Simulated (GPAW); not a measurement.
Runs of GPAW 26.7.0 on YCuF5. It takes space group Immm (No. 71, orthorhombic). Conventional cell: a = 4.232 Å, b = 6.951 Å, c = 8.067 Å, α = 90.00°, β = 90.00°, γ = 90.00°. Y (site symmetry mmm) has 6 F at 2.12 to 2.21 Å as nearest neighbours. Cu (site symmetry mmm) is surrounded by 2 F at 1.82 Å. F (site symmetry mmm) has 2 Y at 2.12 Å as nearest neighbours. Around F (site symmetry mm2) lie 1 Cu at 1.82 Å. Around F (site symmetry m2m) lie 1 Y at 2.18 Å and 2 Cu at 2.48 Å. The cell comes from a database or a generator and needn't be the stable form of this composition.

```csv
task,level,potentials or basis,k mesh,cutoff (eV),maxiter,convergence,band path,band points,gap on the mesh (eV),pressure (GPa),largest force (eV/Å)
single point,LDA,"the program's PAW data sets (release 1.2.1) made for this functional, pw",5 × 5 × 5,600,120,default,-,-,none,(a),(b)
band structure,PBE,"GPAW PAW data sets (gpaw-data 1.2.1), pw",5 × 5 × 5,800,150,-,"GXLTWRX1ZGYSW,L1Y,Y1Z",100,-,-1.7,0.31
band structure,LDA,"the program's PAW data sets (release 1.2.1) made for this functional, pw",5 × 5 × 5,800,150,-,"GXLTWRX1ZGYSW,L1Y,Y1Z",100,-,-8.3,0.18
single point,PBEsol,"PAW data sets generated in the run's folder for this functional, pw",7 × 7 × 7,800,150,-,-,-,none,-4.6,0.18
band structure,PBEsol,"PAW data sets generated in the run's folder for this functional, pw",5 × 5 × 5,800,150,-,"GXLTWRX1ZGYSW,L1Y,Y1Z",100,-,-4.6,0.18
single point,PBE,"GPAW PAW data sets (gpaw-data 1.2.1), pw",5 × 5 × 5,600,120,default,-,-,none,-0.5,0.31
```

Alike in all rows: no spin polarisation; cell as given; smearing fermi-dirac 0.05 eV.

**Question.** Fill in the values left out.

**Answer.** (a) -7.1; (b) 0.17.

Caveats: with this Cu data set, volumes or pressures lay over 1.5 % or 2 GPa off other programs in two to four cells of ten; an odd number of electrons without spin polarisation forces a metal; a magnetic or distorted state may lie lower; the run has no spin polarisation, though such a crystal can be magnetic; semilocal functionals often make such compounds metallic where correlation or magnetic order opens a gap, which also shifts bond lengths; the cutoff is short for stress and forces, so pressures can be off by a GPa or more (some runs).

A k mesh can miss the band edges, and the runs leave out spin-orbit coupling on Y.

A gap of «none» marks a metal or a gap under the smearing width.

Not every run made on this cell is shown here.
